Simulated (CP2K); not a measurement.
**Si3NH8 (SMILES N[Si]([SiH3])[SiH3]) at PM3**

What is the energy difference between two shapes of Si3NH8 at PM3? 

The results are computed with CP2K 2026.2.

4 further runs of the same task are left out: 4 that didn't finish.

## Step 1: The structure to begin with

The species is Si3NH8 (12 atoms), meant as a doublet with charge 0. As SMILES, `N[Si]([SiH3])[SiH3]`. The coordinates come from a GFN2-xTB relaxation. This is one conformer, not always the lowest.

Bond lengths: N1–Si2 1.745 Å, Si2–Si3 2.306 Å, Si2–Si4 2.306 Å, N1–H5 1.007 Å, N1–H6 1.007 Å, Si3–H7 1.468 Å, Si3–H8 1.472 Å, Si3–H9 1.471 Å, Si4–H10 1.471 Å, Si4–H11 1.472 Å, Si4–H12 1.468 Å. Some angles: N1–Si2–Si3 104.4°, N1–Si2–Si4 104.4°, Si3–Si2–Si4 125.8°, Si2–N1–H5 120.5°, Si2–N1–H6 120.5°, Si2–Si3–H7 107.6°, Si2–Si3–H8 120.8°, Si2–Si3–H9 110.9°, Si2–Si4–H10 110.8°, Si2–Si4–H11 120.9°.

## Step 2: Energy and gradient at PM3

molecule.inp reads:

```
&GLOBAL
 PROJECT_NAME molecule
 RUN_TYPE ENERGY_FORCE
 PRINT_LEVEL MEDIUM
&END

&FORCE_EVAL
 METHOD QS
 &DFT
  MULTIPLICITY 2
  UKS T
  &QS
   METHOD PM3
   EPS_DEFAULT 1.0E-10
   &SE
    &COULOMB
     CUTOFF [angstrom] 50
     RC_RANGE [angstrom] 0
    &END
    &EXCHANGE
     CUTOFF [angstrom] 50
     RC_RANGE [angstrom] 0
    &END
   &END
  &END
  ! cluster boundary conditions
  &POISSON
   PERIODIC NONE
   POISSON_SOLVER ANALYTIC
  &END
  &SCF
   SCF_GUESS ATOMIC
   EPS_SCF 1.0E-06
   MAX_SCF 100
   ADDED_MOS 2
   &DIAGONALIZATION
    ALGORITHM STANDARD
   &END
   &MIXING
    METHOD DIRECT_P_MIXING
    ALPHA 0.4
   &END
  &END
  &PRINT
   &MOMENTS
    PERIODIC F
    REFERENCE COM
    MAX_MOMENT 1
   &END
   &MO ON
    ENERGIES T
    OCCUPATION_NUMBERS T
    NDIGITS 6
    &EACH
     QS_SCF 0
    &END
    ADD_LAST NUMERIC
   &END
   &HIRSHFELD OFF
   &END
  &END
 &END
 &SUBSYS
  &CELL
   ABC 13.4 13.8 16.1
   PERIODIC NONE
  &END
  &COORD
   N      5.661400     8.230300     7.787955
   Si     6.915260     7.047740     8.060835
   Si     6.231240     5.909370     9.946025
   Si     7.287400     6.118350     5.983095
   H      5.685660     8.821420     6.972905
   H      5.258910     8.735900     8.560345
   H      7.304780     4.978580    10.315595
   H      5.001340     5.100650     9.933065
   H      6.054290     6.830940    11.078995
   H      7.714550     7.145590     5.021005
   H      6.224320     5.378190     5.284395
   H      8.398660     5.168510     6.116735
  &END
 &END
 ! extra output
 &PRINT
  &FORCES ON
  &END
 &END
&END
```

On the command line:

```sh
$ OMP_NUM_THREADS=1 cp2k.psmp -i molecule.inp -o molecule.out
```

Standard output:

```text
CP2K| version string:                                       CP2K version 2026.2
[...]
 GLOBAL| Method name                                                        CP2K
[...]
 GLOBAL| Run type                                                   ENERGY_FORCE
[...]
                             - Atoms:                                         12
[...]
                             - Spherical basis functions:                     24
[...]
 Number of electrons:                                                         13
[...]
     1 P_Mix/Diag. 0.40E+00    0.0     0.39927890       -13.4284188304 -1.34E+01
[...]
    23 DIIS/Diag.  0.40E-06    0.0     0.00000094       -18.4373693092 -2.15E-11
  *** SCF run converged in    23 steps ***
  Core-core repulsion energy [eV]:                           1159.94898722385278
  Core Hamiltonian energy [eV]:                              -715.33213761425418
  Two-electron integral energy [eV]:                        -1892.64636637503509
  Electronic energy [eV]:                                   -1661.65532080177172
  Total energy [eV]:                                         -501.70633357791894
  Atomic reference energy [eV]:                               502.64068458972156
  Heat of formation [kcal/mol]:                                21.54664790659443
[...]
 SE_DIPOLE| Moment [Debye]          1.16468291      -1.74322624       0.21523718
 SE_DIPOLE| Derivative [a.u.]       0.00000000       0.00000000       0.00000000
 ENERGY| Total FORCE_EVAL ( QS ) energy [hartree]            -18.437369309211682
 FORCES| Atomic forces [hartree/bohr]
 FORCES|   Atom     x               y               z               |f|
 FORCES|      1  4.75408463E-03  1.22016239E-02  1.94509324E-03   1.32387437E-02
 FORCES|      2 -1.56596265E-02  1.61870597E-02 -3.43097563E-03   2.27819313E-02
 FORCES|      3  8.26940006E-04 -1.00389587E-02  1.17668273E-02   1.54894398E-02
 FORCES|      4  6.91045979E-03 -8.91887721E-03 -1.05516631E-02   1.54479260E-02
 FORCES|      5 -9.97178787E-04 -5.50639008E-03  6.25771897E-03   8.39486414E-03
 FORCES|      6  2.42714329E-03 -4.78845140E-03 -6.39430326E-03   8.34909609E-03
 FORCES|      7  5.20215648E-03 -3.66814086E-03  1.82843605E-03   6.62275379E-03
 FORCES|      8 -4.78884662E-03 -1.66097713E-03 -4.91602075E-03   7.06110168E-03
 FORCES|      9  6.84748789E-04  5.81010596E-03  2.48469569E-03   6.35609351E-03
 FORCES|     10  1.89915274E-03  5.99517711E-03 -1.24861618E-03   6.41154990E-03
 FORCES|     11 -6.71864539E-03 -1.82873220E-03  1.61839522E-03   7.14868243E-03
 FORCES|     12  5.45961153E-03 -3.78343910E-03  6.40412418E-04   6.67322242E-03
 FORCES| Sum    -2.77555756E-17  9.02056208E-17  3.46944695E-16
[...]
```

Run time: 0.24 s. Hardware: 1 thread of Arm Neoverse V2, shared host.

## Step 3: The distorted shape, same level

qs.inp reads:

```
&FORCE_EVAL
 METHOD QS
 &DFT
  CHARGE 0
  MULTIPLICITY 2
  UKS T
  &QS
   METHOD PM3
   EPS_DEFAULT 1.0E-10
   &SE
    &COULOMB
     CUTOFF [angstrom] 50
     RC_RANGE [angstrom] 0
    &END COULOMB
    &EXCHANGE
     CUTOFF [angstrom] 50
     RC_RANGE [angstrom] 0
    &END EXCHANGE
   &END SE
  &END QS
  &POISSON
   PERIODIC NONE
   POISSON_SOLVER ANALYTIC
  &END POISSON
  &SCF
   SCF_GUESS ATOMIC
   EPS_SCF 1.0E-06
   MAX_SCF 100
   ADDED_MOS 2
   &DIAGONALIZATION
    ALGORITHM STANDARD
   &END DIAGONALIZATION
   &MIXING
    METHOD DIRECT_P_MIXING
    ALPHA 0.4
   &END MIXING
  &END SCF
  &PRINT
   &MOMENTS
    PERIODIC F
    REFERENCE COM
    MAX_MOMENT 1
   &END MOMENTS
   &MO ON
    ENERGIES T
    OCCUPATION_NUMBERS T
    NDIGITS 6
    &EACH
     QS_SCF 0
    &END EACH
    ADD_LAST NUMERIC
   &END MO
   &HIRSHFELD OFF
   &END HIRSHFELD
  &END PRINT
 &END DFT
 &SUBSYS
  &CELL
   ABC [angstrom] 13.4 13.9 16
   PERIODIC NONE
  &END CELL
  &COORD
   N      5.630112     8.185988     7.715799
   Si     6.929394     7.077595     8.022214
   Si     6.215258     5.935039     9.884574
   Si     7.271648     6.187924     5.943504
   H      5.674646     8.889587     7.016374
   H      5.340224     8.732568     8.515044
   H      7.323870     5.010413    10.183500
   H      4.990022     5.081296     9.835562
   H      6.038890     6.819592    10.992530
   H      7.786712     7.171074     5.007470
   H      6.207276     5.519620     5.221716
   H      8.409979     5.151258     6.147902
  &END COORD
 &END SUBSYS
 &PRINT
  &FORCES ON
  &END FORCES
 &END PRINT
&END FORCE_EVAL

&GLOBAL
 PROJECT qs
 RUN_TYPE ENERGY_FORCE
 PRINT_LEVEL MEDIUM
&END GLOBAL
```

On the command line:

```sh
$ OMP_NUM_THREADS=1 cp2k.psmp -i qs.inp > qs.out 2>&1
```

Standard output:

```text
CP2K| version string:                                       CP2K version 2026.2
[...]
 GLOBAL| Method name                                                        CP2K
[...]
 GLOBAL| Run type                                                   ENERGY_FORCE
[...]
                             - Atoms:                                         12
[...]
                             - Spherical basis functions:                     24
[...]
 Number of electrons:                                                         13
[...]
     1 P_Mix/Diag. 0.40E+00    0.0     0.40135635       -13.4161995511 -1.34E+01
[...]
    25 DIIS/Diag.  0.15E-06    0.0     0.00000099       -18.4283902504 -9.79E-12
  *** SCF run converged in    25 steps ***
  Core-core repulsion energy [eV]:                           1166.92719261106254
  Core Hamiltonian energy [eV]:                              -715.13894864529072
  Two-electron integral energy [eV]:                        -1906.50048985335775
  Electronic energy [eV]:                                   -1668.38919357196960
  Total energy [eV]:                                         -501.46200096090695
  Atomic reference energy [eV]:                               502.64068458972156
  Heat of formation [kcal/mol]:                                27.18109235450905
[...]
 SE_DIPOLE| Moment [Debye]          0.83021081      -1.63173567       0.02171447
 SE_DIPOLE| Derivative [a.u.]       0.00000000       0.00000000       0.00000000
 ENERGY| Total FORCE_EVAL ( QS ) energy [hartree]            -18.428390250359641
 FORCES| Atomic forces [hartree/bohr]
 FORCES|   Atom     x               y               z               |f|
 FORCES|      1 -1.82823416E-04  3.14896561E-02  1.87196727E-02   3.66341099E-02
 FORCES|      2 -1.02734344E-02  8.56784930E-03 -5.40079899E-03   1.44263691E-02
 FORCES|      3  2.06507467E-04 -2.11314059E-02  3.85864755E-03   2.14818091E-02
 FORCES|      4  2.80223634E-02 -2.57701044E-02 -4.45829542E-03   3.83305039E-02
 FORCES|      5  2.72895408E-03 -5.42326561E-03 -1.71539360E-02   1.81966074E-02
 FORCES|      6 -5.88888398E-03 -1.09929306E-02  3.28623869E-03   1.28966213E-02
 FORCES|      7  3.73909123E-03 -2.97491399E-03  3.34428558E-03   5.83225193E-03
 FORCES|      8 -3.54464512E-04  1.81775204E-03 -4.27593213E-03   4.65977072E-03
 FORCES|      9 -5.05741748E-04  1.07295737E-02  1.00027921E-02   1.46777170E-02
 FORCES|     10  3.72425642E-03  9.06209057E-03 -3.44979065E-03   1.03871376E-02
 FORCES|     11 -9.66726360E-03 -4.81165824E-03 -5.21324280E-04   1.08110971E-02
 FORCES|     12 -1.15485609E-02  9.43735710E-03 -3.95155906E-03   1.54287974E-02
 FORCES| Sum    -3.46944695E-17 -5.55111512E-17  1.66533454E-16
[...]
```

It took 0.24 s on 1 thread of Arm Neoverse V2, shared host.

## Step 4: Results

At PM3:

```
                                                  quantity          value
                                 first shape: total energy   -18.43737 Eh
                                first shape: dipole moment         2.11 D
           first shape: HOMO energy (highest over α and β)       -7.40 eV
            first shape: LUMO energy (lowest over α and β)       -2.04 eV
    first shape: heat of formation at this unrelaxed shape  21.5 kcal/mol
                     first shape: largest force on an atom     1.171 eV/Å
                             distorted shape: total energy   -18.42839 Eh
                            distorted shape: dipole moment         1.83 D
       distorted shape: HOMO energy (highest over α and β)       -7.51 eV
        distorted shape: LUMO energy (lowest over α and β)       -2.12 eV
distorted shape: heat of formation at this unrelaxed shape  27.2 kcal/mol
                 distorted shape: largest force on an atom     1.971 eV/Å
                    energy change with the atoms displaced       0.244 eV
```

What this shows: With the atoms displaced the energy rises by 0.24 eV (23.6 kJ/mol). The first shape isn't relaxed at this level, so the change isn't measured from a minimum. The largest force (first shape) is 1.17 eV/Å: the shape isn't a stationary point for this species at this level.
